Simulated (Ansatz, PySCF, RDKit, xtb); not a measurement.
# CH2OTe: from the formula to a structure

Given the formula CH2OTe and nothing else, which arrangement of the atoms is the most stable in the gas at 298.15 K, and what are its properties?

Plan: many cheap relaxations first (GFN2-xTB), then density-functional screening, relaxation at r2SCAN-D4/def2-TZVP, vibrations and a final energy. The numbers are computed, not measured.

6 further runs of the same task are left out: 6 set aside as unsound or not needed.

## Step 1: Possible bonding patterns

A program enumerates the bonding patterns with one Lewis structure each (two rings at most, one unusual centre or charged pair), with their diastereomers. O–O, O–halogen and N–halogen bonds and N–N–N chains are not drawn. That gives 11 candidates.

| label | SMILES | spin |
| --- | --- | --- |
| c060 | C=[Te]=O | singlet |
| c121 | OC#[TeH] | singlet |
| c149 | C#[Te]O | singlet |
| c286 | C#[TeH]=O | singlet |
| c300 | C=[O+][Te-] | singlet |
| c313 | C1=[TeH]O1 | singlet |
| c323 | OC=[Te] | singlet |
| c351 | O=C[TeH] | singlet |
| c559 | [CH]O[TeH] | singlet |
| c717 | C1O[Te]1 | singlet |
| c795 | [CH]O[TeH] | triplet |

Candidates are built by distance geometry, with a force field where one applies, in up to four conformers (letters a to d). 6 starts with atoms placed at random are added, to find patterns that the rules miss.

**Question.** With final energies at CCSD(T)/def2-TZVPP, which structure will this search put lowest in free energy, and by what margin?

| quantity | value |
| --- | --- |
| lowest structure found | O=C[TeH], singlet, Cs |
| next finalist | OC=[Te], singlet, 10.5 kcal/mol higher in G |
| share at equilibrium, among the finalists | 100.0 % |
| harmonic wavenumbers, lowest and highest (r2SCAN-D4/def2-TZVP) | 276 and 2906 cm⁻¹ |
| rotational constants, same geometry | 1.759, 0.1022, 0.09662 cm⁻¹ |
| dipole moment (PBE0/def2-TZVPD) | 2.17 D |
| HOMO energy (PBE0/def2-TZVPD) | -6.98 eV |
| LUMO energy (PBE0/def2-TZVPD) | -1.40 eV |
| HOMO–LUMO gap (PBE0/def2-TZVPD) | 5.58 eV |
| lowest excitation (TD-PBE0/def2-SVPD) | 4.08 eV (f = 0.001) |
| strongest of the states computed, same level | 6.73 eV (f = 0.450) |
| lowest triplet excitation, same level, Tamm-Dancoff | 3.51 eV |
| vertical ionisation energy | 9.13 eV |
| vertical electron affinity | -0.21 eV (unbound: the value depends on the basis) |
| vertical triplet less singlet | +3.44 eV |

The search ends on `O=C[TeH]`. The margin of 10.5 kcal/mol over the next finalist is beyond the usual error of the last level; it says nothing of structures that weren't ranked. GFN2-xTB, HF/STO-3G, r2SCAN-D4/def2-SVP, r2SCAN-D4/def2-TZVP, HF/def2-TZVPP and MP2/def2-TZVPP already put its bonding pattern lowest among the structures in one piece. A large T1 diagnostic among the finalists warns that one reference determinant may not suffice. It concerns: the finalist OC=[Te] (singlet). Spin-orbit coupling, which matters for elements this heavy, is left out. A candidate that fell apart on refinement lay below the next finalist; fragments are not ranked, and their entropy would favour them further. Lowest found is not proven lowest: the search is finite, and each finalist counts with one conformer. The lowest isomer need not be the one that is made and kept in a bottle, which depends on barriers.
